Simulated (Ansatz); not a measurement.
A nudged elastic band was laid between two geometries of a periodic cell of 17 atoms, Si (host Si, host structure diamond, interstitial Si).

Level of theory: DFT PBE, scalar-relativistic, plane waves, PAW (Ansatz). Settings: PAW set soft_1, cutoff 420 eV, k mesh 2x2x2, gaussian smearing 0.02 eV, no spin polarisation.

* movable images: 5
* climbing image: yes
* spring: 5.0 eV/Å²
* optimiser: quadratic models (default)
* start path: IDPP
* force threshold: 0.05 eV/Å
* iteration limit: 62
* end points: relaxed

Initial state:

```xyz
17
Lattice="0.0000 5.4300 5.4300 5.4300 0.0000 5.4300 5.4300 5.4300 0.0000" Properties=species:S:1:pos:R:3
Si 0.026 -0.024 -0.027
Si 1.392 1.356 1.356
Si 2.712 2.719 -0.005
Si 4.075 4.039 1.354
Si 2.711 -0.005 2.719
Si 4.073 1.357 4.037
Si 5.435 2.719 2.718
Si 6.787 4.072 4.073
Si 0.024 2.738 2.736
Si 1.361 4.074 4.066
Si 2.696 5.410 2.733
Si 4.074 6.789 4.105
Si 2.692 2.740 5.404
Si 4.072 4.106 6.786
Si 5.434 5.427 5.425
Si 6.755 6.789 6.785
Si 9.506 6.789 6.782
```

Final state:

```xyz
17
Lattice="0.0000 5.4300 5.4300 5.4300 0.0000 5.4300 5.4300 5.4300 0.0000" Properties=species:S:1:pos:R:3
Si 0.003 0.000 0.001
Si 1.357 1.351 1.352
Si 2.718 2.716 0.034
Si 4.081 4.078 1.355
Si 2.718 0.032 2.716
Si 4.080 1.354 4.078
Si 5.401 2.715 2.716
Si 6.766 4.096 4.098
Si 0.041 2.715 2.716
Si 1.359 4.079 4.080
Si 2.718 5.399 2.716
Si 4.100 6.767 4.096
Si 2.718 2.715 5.400
Si 4.101 4.095 6.767
Si 5.432 5.431 5.431
Si 6.766 6.765 6.766
Si 8.149 8.146 8.147
```

**Question.** What changes between the two ends?

**Answer.** Contacts lost: Si1–Si17. Contacts made: Si8–Si17. The atom that moves furthest is Si17, by 2.36 Å.

**Question.** Give the energies along the band, and the barrier.

**Answer.** The run converged. The highest image is number 3 of 0 to 6, 0.30 eV above the ends, which have the same energy within 2 meV. By the program's own check the climbing image is a first-order saddle point (lowest curvatures found: -0.25 and 0.63 eV/Å²). Limits of this set-up: coarse k mesh.

| image | path coordinate (Å) | energy (eV) | Si1–Si17 (Å) | Si8–Si17 (Å) |
| --- | --- | --- | --- | --- |
| 0 | 0.00 | 0.00 | 2.39 | 4.70 |
| 1 | 0.57 | 0.11 | 2.45 | 4.24 |
| 2 | 1.14 | 0.28 | 2.62 | 3.75 |
| 3 | 1.71 | 0.30 | 3.14 | 3.13 |
| 4 | 2.28 | 0.28 | 3.75 | 2.63 |
| 5 | 2.85 | 0.12 | 4.24 | 2.45 |
| 6 | 3.42 | 0.00 | 4.70 | 2.39 |

**Question.** What is the geometry of the highest image?

**Answer.** 
```xyz
17
Lattice="0.0000 5.4300 5.4300 5.4300 0.0000 5.4300 5.4300 5.4300 0.0000" Properties=species:S:1:pos:R:3
Si -0.224 0.227 0.226
Si 1.384 1.427 1.426
Si 2.787 2.646 0.024
Si 4.006 4.049 1.426
Si 2.787 0.025 2.645
Si 4.006 1.427 4.048
Si 5.408 2.646 2.645
Si 7.016 3.847 3.846
Si 0.106 2.806 2.805
Si 1.150 4.283 4.282
Si 2.627 5.327 2.805
Si 4.166 6.697 4.175
Si 2.627 2.806 5.326
Si 4.166 4.177 6.696
Si 5.643 5.220 5.219
Si 6.686 6.697 6.696
Si 8.826 7.467 7.466
```

The band took 11 iterations and roughly 10 core-minutes.

The run took 9.7 min on 1 thread of Arm Neoverse V1 (shared host), peak memory 0.81 GiB.
